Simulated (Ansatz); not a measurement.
I need a single point from a YAML input of Cs₃TlCl₆, space group Fm-3m. Use Ansatz's Python interface. Use: PBEsol, PAW, the default cutoff (420 eV here), 3×3×3 k-points, fixed occupations.

The script reads `input.yaml`:
```yaml
crystal:
  lattice:
    - [0.0, 5.880415, 5.880415]
    - [5.880415, 0.0, 5.880415]
    - [5.880415, 5.880415, 0.0]
  atoms:
    - { symbol: Cs, position: [0.75, 0.75, 0.75] }
    - { symbol: Cs, position: [0.25, 0.25, 0.25] }
    - { symbol: Cs, position: [0.5, 0.5, 0.5] }
    - { symbol: Tl, position: [0.0, 0.0, 0.0] }
    - { symbol: Cl, position: [0.776817, 0.223183, 0.223183] }
    - { symbol: Cl, position: [0.223183, 0.223183, 0.776817] }
    - { symbol: Cl, position: [0.223183, 0.776817, 0.776817] }
    - { symbol: Cl, position: [0.223183, 0.776817, 0.223183] }
    - { symbol: Cl, position: [0.776817, 0.223183, 0.776817] }
    - { symbol: Cl, position: [0.776817, 0.776817, 0.223183] }
kpoints:
  mp_grid: { kspacing: 0.4 }
hamiltonian:
  xc: pbesol
scf:
  occupations: { method: fixed }
output:
  stress: true
  eigenvalues: true
```

The script, `yaml_run.py`:
```python
"""Cs3TlCl6 from YAML text."""

from collections import Counter

import ansatz as az
import numpy as np

outcome = az.Session.from_deck("input.yaml").plan().execute()
summary = outcome.report

for key in ("converged", "n_iterations", "n_electrons", "n_kpoints", "n_pw", "n_symmetry_ops", "free_energy_ev", "fermi_energy_ev"):
    print(f"{key:18s} {summary[key]}")

gap = None if "band_edges_ev" not in summary else summary["band_edges_ev"][1] - summary["band_edges_ev"][0]
print("gap on the k mesh:", "withheld (metal, or smearing too wide to tell)" if gap is None else f"{gap:.3f} eV")
print("lowest empty less highest filled band, by band count:", round(summary["gap_by_band_count_ev"], 3), "eV")

# the stress is positive in compression
stress = np.array(summary["stress_gpa"])
print(f"pressure {np.trace(stress) / 3:.3f} GPa")
print("stress tensor, GPa, positive in compression")
print(np.round(stress, 3) + 0.0)

told = Counter((n["data"]["severity"], n["data"]["kind"]) for n in outcome.notices if n["event"] == "notice")
for (severity, kind), count in sorted(told.items()):
    print(f"{severity:8s} {kind} x{count}")

print("energy terms (eV)")
for term, value in summary["components"].items():
    if abs(value) > 1e-9:
        print(f"  {term:26s} {value:16.5f}")
```

`python yaml_run.py` gives:
```text
DeckWarning: basis.ecutwfc = 420 eV, auto-derived from the records' recommended cutoffs: set by Cs (normal level)
converged          True
n_iterations       6
n_electrons        82.0
n_kpoints          4
n_pw               7823
n_symmetry_ops     48
free_energy_ev     -34432.572111714355
fermi_energy_ev    0.7772962327001972
gap on the k mesh: 2.445 eV
lowest empty less highest filled band, by band count: 2.445 eV
pressure -1.086 GPa
stress tensor, GPa, positive in compression
[[-1.086  0.     0.   ]
 [ 0.    -1.086  0.   ]
 [ 0.     0.    -1.086]]
audit    band_cg_iterations x1
audit    loop_bands_changed x1
audit    preconditioner_resolved x1
energy terms (eV)
  e_band                           -439.15370
  e_kinetic                        1727.66687
  e_local                         -4461.32289
  e_nonlocal                        587.81299
  e_hartree                        1642.74768
  e_xc                            -1377.29903
  e_vxc                           -1242.13225
  e_paw                          -28827.87565
  e_vpaw                           -336.66969
  e_augmentation_tail                 0.00059
  e_ewald                         -3725.24401
  e_core_change                       0.94134
```
(Warnings from the package without file and line, repeats left out.)

Reading the output:
- Absolute energies stand on the zero of these potentials, so only differences at equal settings mean something. A total without «per atom» is that of the cell as typed.
- Along an axis with an odd division the mesh misses the point at one half; a gap read on a finite mesh is an upper bound on this functional's gap.
- Spin-orbit coupling, left out here, can change this gap by several tenths of an eV, and inverted bands can meet off the mesh.
- The energy terms are those on the plane-wave grid, with the one-centre PAW part apart; e_band, e_vxc and e_vpaw aren't summands of the total.
- The zero of the levels is a convention of the potentials, so an absolute Fermi energy is no work function.
- The structure comes from a database of computed cells and needn't be a stable or known phase.
- Levels are Kohn-Sham eigenvalues on this mesh, without spin-orbit coupling.
- Wall time of the script: 4.9 s on 1 thread of Arm Neoverse V2, on a shared host, peak memory 0.64 GiB.

(Lines on the test bed's own set-up are left out of the output.)
